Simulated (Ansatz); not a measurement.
Rb₂LiGaF₆, space group Fm-3m, a single point

Computed with Ansatz 0.2.0 through its Python package.

Interactive session:
```pycon
>>> from collections import Counter
>>> from pathlib import Path
>>> import json
>>> import ansatz as az
>>> from ase.data import atomic_numbers
>>> import numpy as np
>>> from pymatgen.core import Structure
>>> import spglib
>>> lattice = az.Lattice.of(
...     (0.0, 4.165019, 4.165019),
...     (4.165019, 0.0, 4.165019),
...     (4.165019, 4.165019, 0.0),
... )
>>> sites = [
...     ("Rb", (0.25, 0.25, 0.25)),
...     ("Rb", (0.75, 0.75, 0.75)),
...     ("Li", (0.5, 0.5, 0.5)),
...     ("Ga", (0.0, 0.0, 0.0)),
...     ("F", (0.233795, 0.233795, 0.766205)),
...     ("F", (0.233795, 0.766205, 0.766205)),
...     ("F", (0.766205, 0.766205, 0.233795)),
...     ("F", (0.233795, 0.766205, 0.233795)),
...     ("F", (0.766205, 0.233795, 0.766205)),
...     ("F", (0.766205, 0.233795, 0.233795)),
... ]
>>> xtal = az.Crystal(lattice=lattice)
>>> for symbol, position in sites:
...     xtal = xtal.atom(symbol, position)
...
>>> [site.symbol for site in xtal.resolved().sites]
['Rb', 'Rb', 'Li', 'Ga', 'F', 'F', 'F', 'F', 'F', 'F']
>>> # functional, basis and sampling
>>> calculation = (
...     xtal.calculation()
...     .functional("pbesol")
...     .kpoints(3, 3, 3)
...     .occupations("fixed")
...     .density()
...     .potential()
...     .electron_localization_function()
...     .output_files(volumetric_format="npy")
... )
>>> result = calculation.run(events_out="events.ndjson")
DeckWarning: basis.ecutwfc = 420 eV, auto-derived from the records' recommended cutoffs: set by Rb (normal level)
>>> report = result.report
>>> report["mixing_algorithm"], report["preconditioner"], report["eigensolver"]
('MSR1', 'Resta', 'band_cg')
>>> {key: value for key, value in report.items() if isinstance(value, (int, float)) and "ev" in key}
{'gap_by_band_count_ev': 5.87127245815985, 'fermi_energy_ev': 1.973919595844228, 'harris_foulkes_ev': -15194.405009389331, 'free_energy_ev': -15194.4050093985, 'internal_energy_ev': -15194.4050093985, 'lagrangian_ev': -15194.4050093985, 'energy_sigma0_ev': -15194.4050093985, 'lagrangian_sigma0_ev': -15194.4050093985, 'entropy_ts_ev': 0.0, 'loop_fermi_energy_ev': 1.9739195958520124, 'occupations_fermi_energy_ev': 1.973919595844228}
>>> report["kpoints_frac"][:4]
[[0.0, 0.0, 0.0], [0.0, 0.0, 0.3333333333333333], [0.0, 0.3333333333333333, 0.3333333333333333], [0.0, 0.3333333333333333, -0.33333333333333337]]
>>> with open("events.ndjson") as stream:
...     kinds = Counter(json.loads(line)["event"] for line in stream)
...
>>> print("events:", {kind: kinds[kind] for kind in ("scf_iter", "scf_done", "notice", "finished")})
events: {'scf_iter': 7, 'scf_done': 1, 'notice': 2, 'finished': 1}
>>> n_atoms = len(report["lattice"]["sites"])
>>> print("F =", round(report["free_energy_ev"], 4), "eV for", n_atoms, "atoms")
F = -15194.405 eV for 10 atoms
>>> print("E(sigma -> 0) =", round(report["energy_sigma0_ev"], 4), "eV, TS =", round(report["entropy_ts_ev"], 5), "eV")
E(sigma -> 0) = -15194.405 eV, TS = 0.0 eV
>>> print("closed by", report["closed_by"], "after", report["n_iterations"], "iterations")
closed by deck_thresholds after 7 iterations
>>> print(calculation.to_python())
(
    az.Lattice.of(((0.0, 4.165019, 4.165019), (4.165019, 0.0, 4.165019), (4.165019, 4.165019, 0.0)))
    .atom("Rb", (0.25, 0.25, 0.25))
    .atom("Rb", (0.75, 0.75, 0.75))
    .atom("Li", (0.5, 0.5, 0.5))
    .atom("Ga", (0.0, 0.0, 0.0))
    .atom("F", (0.233795, 0.233795, 0.766205))
    .atom("F", (0.233795, 0.766205, 0.766205))
    .atom("F", (0.766205, 0.766205, 0.233795))
    .atom("F", (0.233795, 0.766205, 0.233795))
    .atom("F", (0.766205, 0.233795, 0.766205))
    .atom("F", (0.766205, 0.233795, 0.233795))
    .calculation()
    .kpoints(3, 3, 3)
    .functional("pbesol")
    .occupations(method="fixed")
    .density()
    .potential()
    .output_files(volumetric_format="npy")
    .electron_localization_function()
)
>>> final = Structure(result.lattice.cell_ang, [s.symbol for s in result.lattice.sites], [s.position_frac for s in result.lattice.sites])
>>> # first shell of each atom, within 15 % of its shortest distance
>>> for index, site in enumerate(final):
...     near = final.get_neighbors(site, 4.5)
...     edge = 1.15 * min(n.nn_distance for n in near)
...     shell = Counter((round(n.nn_distance, 2), n.specie.symbol) for n in near if n.nn_distance < edge)
...     print(f"{index:2d} {site.specie.symbol:2s}", ", ".join(f"{count} {symbol} at {d:.2f}" for (d, symbol), count in sorted(shell.items())))
...
 0 Rb 12 F at 2.95
 1 Rb 12 F at 2.95
 2 Li 6 F at 2.22
 3 Ga 6 F at 1.95
 4 F  1 Ga at 1.95, 1 Li at 2.22
 5 F  1 Ga at 1.95, 1 Li at 2.22
 6 F  1 Ga at 1.95, 1 Li at 2.22
 7 F  1 Ga at 1.95, 1 Li at 2.22
 8 F  1 Ga at 1.95, 1 Li at 2.22
 9 F  1 Ga at 1.95, 1 Li at 2.22
>>> folder = Path(result.write_results("fields"))
>>> print("densities in e/A^3, potentials in eV, ELF without unit")
densities in e/A^3, potentials in eV, ELF without unit
>>> for name in sorted(p.name for p in folder.glob("*.npy")):
...     field = np.load(folder / name)
...     print(f"{name:16s} {str(field.shape):16s} min {field.min():10.4f}  mean {field.mean():10.4f}  max {field.max():10.4f}")
...
elf.npy          (40, 40, 40)     min     0.0045  mean     0.2914  max     0.9999
rho.npy          (40, 40, 40)     min     0.0150  mean     0.5259  max    53.4854
v_es.npy         (40, 40, 40)     min  -167.0598  mean     2.3563  max    10.1849
v_tot.npy        (40, 40, 40)     min  -192.0122  mean    -7.0412  max     5.4605
>>> spg_cell = (result.lattice.cell_ang, [s.position_frac for s in result.lattice.sites], [atomic_numbers[s.symbol] for s in result.lattice.sites])
>>> # space group as spglib finds it
>>> for tolerance in (1e-5, 1e-3, 1e-1):
...     print(f"symprec {tolerance:g} A: {spglib.get_spacegroup(spg_cell, symprec=tolerance)}")
...
symprec 1e-05 A: Fm-3m (225)
symprec 0.001 A: Fm-3m (225)
symprec 0.1 A: Fm-3m (225)
>>> print("operations used by the run:", report["n_symmetry_ops"])
operations used by the run: 48
>>> print(calculation.to_yaml())
crystal:
  lattice:
    - [0.0, 4.165019, 4.165019]
    - [4.165019, 0.0, 4.165019]
    - [4.165019, 4.165019, 0.0]
  atoms:
    - { symbol: Rb, position: [0.25, 0.25, 0.25] }
    - { symbol: Rb, position: [0.75, 0.75, 0.75] }
    - { symbol: Li, position: [0.5, 0.5, 0.5] }
    - { symbol: Ga, position: [0.0, 0.0, 0.0] }
    - { symbol: F, position: [0.233795, 0.233795, 0.766205] }
    - { symbol: F, position: [0.233795, 0.766205, 0.766205] }
    - { symbol: F, position: [0.766205, 0.766205, 0.233795] }
    - { symbol: F, position: [0.233795, 0.766205, 0.233795] }
    - { symbol: F, position: [0.766205, 0.233795, 0.766205] }
    - { symbol: F, position: [0.766205, 0.233795, 0.233795] }
kpoints:
  mp_grid:
    grid: [3, 3, 3]
hamiltonian:
  xc: pbesol
scf:
  occupations:
    method: fixed
output:
  write_density: true
  write_potential: true
  volumetric_format: npy
  elf: true
```

Total energies depend on the potentials; only differences at equal settings carry meaning. A total without «per atom» is that of the cell as typed. Along an axis with an odd division the mesh misses the point at one half; a gap read on a finite mesh is an upper bound on this functional's gap. Semilocal gaps usually lie well under measured ones. Under fixed occupations the level called the Fermi level is the highest filled one on the SCF mesh; off the mesh a filled band can lie a little above it. The k-point mesh is coarse, and energy and stress weren't tested for convergence. An absolute Fermi energy rests on an arbitrary zero of the periodic potential and has no direct meaning. The fields are valence quantities on the plane-wave grid; their values near the nuclei depend on the potentials. This cell is a computed structure, which may not be the phase found in nature. Levels are Kohn-Sham eigenvalues on this mesh, without spin-orbit coupling. Warnings are shown shortened and without file and line. Wall time of the script: 3.4 s on 1 thread of Arm Neoverse V1 (shared host), peak memory 0.45 GiB.

(A comment or docstring line of the script was reworded after the run, the code is as it ran; lines on the test bed's own set-up are left out of the output.)
